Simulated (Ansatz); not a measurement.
**C2H10Ga2O2: small, medium and large basis sets**

How large a basis does C2H10Ga2O2 need? Two functionals are run in growing sets.

The runs use Ansatz 0.2.0, Gaussian basis; one geometry, several basis sets.

Levels to be run: PBE0-D4/def2-SVP; ωB97M-V/def2-SVP; PBE0-D4/def2-QZVPP; ωB97M-V/def2-QZVPP; the functionals' def2-TZVPP values are taken from earlier runs.

## Step 1: The geometry

An earlier PBE0-D4/def2-TZVP relaxation fixed the geometry.

SMILES `[CH3][Ga@H-]1[OH+][Ga@@H-]([CH3])[OH+]1`, 16 atoms, charge 0, spin multiplicity 1.

Atoms are counted from 1 here; the program's logs count them from 0.

Bond lengths: C1–Ga2 1.956 Å, C1–H7 1.092 Å, C1–H8 1.092 Å, C1–H9 1.092 Å, Ga2–O3 1.973 Å, Ga2–O6 1.972 Å, Ga2–H10 1.572 Å, O3–Ga4 1.972 Å, O3–H11 0.959 Å, Ga4–C5 1.956 Å, Ga4–O6 1.973 Å, Ga4–H12 1.572 Å, C5–H13 1.092 Å, C5–H14 1.092 Å, C5–H15 1.092 Å, O6–H16 0.959 Å. Angles: Ga2–C1–H7 111.0°, Ga2–C1–H8 111.1°, Ga2–C1–H9 110.1°, H7–C1–H8 108.0°, H7–C1–H9 108.3°, H8–C1–H9 108.3°, C1–Ga2–O3 108.3°, C1–Ga2–O6 108.3°, C1–Ga2–H10 130.4°, O3–Ga2–O6 83.2°, O3–Ga2–H10 108.3°, O6–Ga2–H10 108.3°, Ga2–O3–Ga4 96.7°, Ga2–O3–H11 113.8°, Ga4–O3–H11 113.8°, O3–Ga4–C5 108.3°, O3–Ga4–O6 83.2°, O3–Ga4–H12 108.3° and more.

## Step 2: PBE0-D4 in def2-SVP

File in.yaml:

```yaml
crystal:
  periodic: [false, false, false]
  atoms:
    - {symbol: C, position_ang: [-0.139872, -2.441822, 0.230990]}
    - {symbol: Ga, position_ang: [1.185120, -1.109494, -0.312742]}
    - {symbol: O, position_ang: [0.301242, 0.194288, -1.500054]}
    - {symbol: Ga, position_ang: [0.132818, 1.639333, -0.168087]}
    - {symbol: C, position_ang: [-1.722707, 1.693024, 0.448750]}
    - {symbol: O, position_ang: [1.130494, 0.381299, 0.977719]}
    - {symbol: H, position_ang: [-0.353117, -3.137570, -0.583233]}
    - {symbol: H, position_ang: [0.214320, -3.021390, 1.086049]}
    - {symbol: H, position_ang: [-1.072635, -1.949939, 0.513804]}
    - {symbol: H, position_ang: [2.670043, -1.288804, -0.796247]}
    - {symbol: H, position_ang: [0.823032, 0.434436, -2.268582]}
    - {symbol: H, position_ang: [1.102701, 2.805538, -0.580668]}
    - {symbol: H, position_ang: [-2.083030, 0.680967, 0.643396]}
    - {symbol: H, position_ang: [-2.372317, 2.149219, -0.301168]}
    - {symbol: H, position_ang: [-1.813095, 2.271651, 1.370438]}
    - {symbol: H, position_ang: [1.997015, 0.699284, 1.239623]}
basis:
  gaussian: {orbitals: def2-SVP}
hamiltonian: {xc: pbe0, dispersion: d4}
output: {orbitals: {seedname: orbitals}}
```

Started as:

```console
ansatz run in.yaml --threads 2 --pin off --events-out ev --progress --plain --max-ram 22528MiB --backend cpu
```

After this run come: ωB97M-V in def2-SVP; PBE0-D4 in def2-QZVPP; ωB97M-V in def2-QZVPP.

Q: Predict the results of all the runs planned. Wanted: PBE0-D4: double and triple zeta above quadruple; ωB97M-V: double and triple zeta above quadruple.

The runs gave:

| quantity | value |
| --- | --- |
| PBE0-D4: double and triple zeta above quadruple | 23.64, 2.73 eV |
| ωB97M-V: double and triple zeta above quadruple | 23.77, 2.64 eV |

In words: For PBE0-D4 the step from double to triple zeta gains 20.91 eV and the next only 2.73 eV. Total energies overstate the basis error of differences, where much of it tends to cancel. The LUMO of ωB97M-V is positive and keeps falling with the basis (1.83 to 0.87 eV): an unbound level that the basis holds in place.
